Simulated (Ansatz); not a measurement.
# H₈InNSi with the probe Ag+: a probe moved round a molecule

Computed with Ansatz 0.2.0. Level: RHF/def2-SVP.

## 1. The system as given

SMILES `[SiH3][NH2+][InH3-]`, 11 atoms, charge 0, spin multiplicity 1.

Atoms are counted from 1 here; the program's logs count them from 0.

Bond lengths: Si1–N2 1.800 Å, Si1–H4 1.506 Å, Si1–H5 1.497 Å, Si1–H6 1.497 Å, N2–In3 2.457 Å, N2–H7 1.030 Å, N2–H8 1.030 Å, In3–H9 1.753 Å, In3–H10 1.754 Å, In3–H11 1.755 Å. Angles: N2–Si1–H4 111.6°, N2–Si1–H5 106.6°, N2–Si1–H6 106.6°, H4–Si1–H5 109.9°, H4–Si1–H6 109.9°, H5–Si1–H6 112.2°, Si1–N2–In3 113.8°, Si1–N2–H7 113.6°, Si1–N2–H8 113.5°, In3–N2–H7 104.2°, In3–N2–H8 104.1°, H7–N2–H8 106.7°, N2–In3–H9 96.1°, N2–In3–H10 96.1°, N2–In3–H11 94.7°, H9–In3–H10 119.1°, H9–In3–H11 119.0°, H10–In3–H11 119.0°.

Geometry (Å):

```xyz
11

Si   -1.11212    1.08407   -0.58301
N    -0.62935   -0.56213   -0.03650
In    1.72014   -0.72667    0.66166
H    -2.56008    1.12915   -0.99436
H    -0.23997    1.41931   -1.75203
H    -0.88296    2.00350    0.57540
H    -1.15882   -0.89609    0.78094
H    -0.72628   -1.28253   -0.76568
H     1.61333    0.44983    1.95749
H     2.40674   -0.24043   -0.87687
H     1.63479   -2.43502    1.05347
```

This geometry comes from a loose relaxation at PBE in a small basis, which is not shown.

## 4. The grid

The probe is moved over the plane through the molecule's long axis and the normal of its main plane (x and y are the axes of that plane, centred on the molecule).

- x of the probe's Ag atom: 15 values from −6.3 to 6.3 Å
- z of the probe's Ag atom: 11 values from −4.5 to 4.5 Å

Nothing else is relaxed (molecule and probe rigid). Energies count from molecule and probe far apart, each relaxed in its own basis (no counterpoise correction). Points are written as (first, second).

The probe Ag+ moves over a plane: the plane through the molecule's long axis and the normal of its main plane. The molecule is turned into the frame of its main axes, as the inputs below show.

(The set-up runs are not shown.)

## 5. The run at (−2.7 Å, 2.7 Å)

input.yaml reads:

```yaml
crystal:
  periodic: [false, false, false]
  atoms:
    - { symbol: Si, position_ang: [1.684795, 0.435773, 0.0] }
    - { symbol: "N", position_ang: [0.310202, -0.695625, 0.0] }
    - { symbol: In, position_ang: [-1.994998, 0.259852, 0.0] }
    - { symbol: H, position_ang: [2.97116, -0.298277, -0.005258] }
    - { symbol: H, position_ang: [1.585137, 1.251002, 1.223631] }
    - { symbol: H, position_ang: [1.579375, 1.258218, -1.218336] }
    - { symbol: H, position_ang: [0.289975, -1.297628, -0.80902] }
    - { symbol: H, position_ang: [0.290575, -1.298352, 0.808489] }
    - { symbol: H, position_ang: [-1.868927, 1.123384, -1.519062] }
    - { symbol: H, position_ang: [-1.858311, 1.152826, 1.500968] }
    - { symbol: H, position_ang: [-2.787263, -1.305282, 0.01792] }
    - { symbol: Ag, position_ang: [-2.7, 0.0, 2.7] }
total_charge: 1
basis:
  gaussian: { orbitals: def2-SVP }
hamiltonian:
  xc: hf
output:
  forces: true
```

Run with:

```console
$ ansatz run input.yaml --threads 1 --pin off --max-ram 2560MiB --backend cpu --events-out ev --progress --plain --runs-dir out
```

Q: Estimate wall time and peak memory on 1 thread of Arm Neoverse V1, shared host.

About 4.9 s, with a peak of 0.29 GiB.
